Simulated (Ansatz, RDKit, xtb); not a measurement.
# Isomers of C3H6BFO2, a sample narrowed down

A sample of isomers of C3H6BFO2 is drawn. Aim: find which of them has the lowest free energy at 298.15 K, then its properties. The sample is small against all isomers, and the most stable one of this formula need not be in it.

Plan: many cheap relaxations first (GFN2-xTB), then density-functional screening, relaxation at r2SCAN-D4/def2-SVP, vibrations (at GFN2-xTB) and a final energy. The numbers are computed, not measured.

## (1) Candidates

Isomers were taken from a list of plausible structures; this is a sample, not all of them. That gives 14 candidates.

```
label               SMILES     spin
 c006         C=C(CF)B(O)O  singlet
 c060       F[C@@H]1CCOBO1  singlet
 c076     C[C@@H]1COB(F)O1  singlet
 c220       C/C=C(/F)B(O)O  singlet
 c266           C=COB(F)OC  singlet
 c312           C=CCOB(O)F  singlet
 c319            FC1COBOC1  singlet
 c443            FB1COCCO1  singlet
 c535          OB(F)OC1CC1  singlet
 c665             C=COBOCF  singlet
 c676           C=COCB(O)F  singlet
 c681       FB[C@@H]1COCO1  singlet
 c737       F[C@@H]1COCBO1  singlet
 c800  C[C@@H]1OBO[C@@H]1F  singlet
```

Candidates are built by distance geometry, with a force field where one applies, in up to four conformers (letters a to d).

**Question.** With final energies at CCSD(T)/def2-SVP + MP2/def2-TZVPP - MP2/def2-SVP, which structure will this search put lowest in free energy, and by what margin?

| quantity | value |
| --- | --- |
| lowest structure found | C[C@@H]1COB(F)O1, singlet |
| next finalist | C=CCOB(O)F, singlet, 6.4 kcal/mol higher in G |
| share at equilibrium, among the finalists | 100.0 % |

The search ends on `C[C@@H]1COB(F)O1`. Among the finalists first place is clear (6.4 kcal/mol); structures outside the list aren't covered. GFN2-xTB, HF/STO-3G, r2SCAN-D4/def2-SVP, r2SCAN-D4/def2-SVP, relaxed, HF/def2-SVP and MP2/def2-SVP already put its bonding pattern lowest among the structures in one piece. One minimum inside the window was never screened. Lowest found is not proven lowest: the search is finite, and each finalist counts with one conformer. Only 14 drawn patterns were tried, so whole families of isomers are missing, and the result ranks this sample alone. The lowest isomer need not be the one that is made and kept in a bottle, which depends on barriers.
